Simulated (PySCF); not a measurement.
# C2H12SSi3: the cost of one run

Computed with PySCF 2.14.0, with density-fitted response routines of our own, on a single molecule in the gas phase. Atoms are numbered from 0 throughout.

### Step 1. Starting geometry

18 atoms, charge 0, multiplicity 1; geometry from: GFN2-xTB.

Bonds of the start (Å): C0–C1 1.52, C1–S2 1.82, S2–Si3 2.19, Si3–Si4 2.33, Si3–Si5 2.32, C0–H6 1.09, C0–H7 1.09, C0–H8 1.09, C1–H9 1.09, C1–H10 1.09, Si3–H11 1.48, Si4–H12 1.46, Si4–H13 1.47, Si4–H14 1.47, Si5–H15 1.47, Si5–H16 1.46, Si5–H17 1.47.

### Step 2. Ultraviolet spectrum: B3LYP/def2-SVPD

What the job is given:

```
{"job": {"kind": "uv", "xc": "B3LYP", "basis": "def2-SVPD", "nstates": 8, "ntriplets": 3}, "charge": 0, "multiplicity": 1}
C      2.798190     0.079052     0.056486
C      1.988098    -1.087482    -0.472089
S      0.657552    -0.548311    -1.598241
Si    -0.912272     0.084355    -0.213226
Si    -2.617255    -1.498360    -0.304276
Si    -1.342540     2.331970    -0.619516
H      3.621127    -0.288038     0.667800
H      2.178270     0.737195     0.663199
H      3.206739     0.655819    -0.770267
H      2.610185    -1.749532    -1.073870
H      1.534714    -1.662603     0.334938
H     -0.214931    -0.056745     1.079473
H     -3.340253    -1.445401    -1.576084
H     -2.176623    -2.884505    -0.119300
H     -3.579669    -1.210256     0.762818
H     -2.366979     2.776869     0.329481
H     -1.861738     2.547936    -1.970544
H     -0.191375     3.224354    -0.453199
```

Method: TDDFT B3LYP/def2-SVPD, vertical, gas phase, core orbitals frozen in the response.

On the command line:

```bash
$ OMP_NUM_THREADS=1 python probes_run.py task.json out
```

This one command runs all jobs of the session in turn.

Q: Estimate the wall time and peak memory of this job on 1 thread of Arm Neoverse N1, shared host.

About 81 s, with a peak of 0.88 GiB.
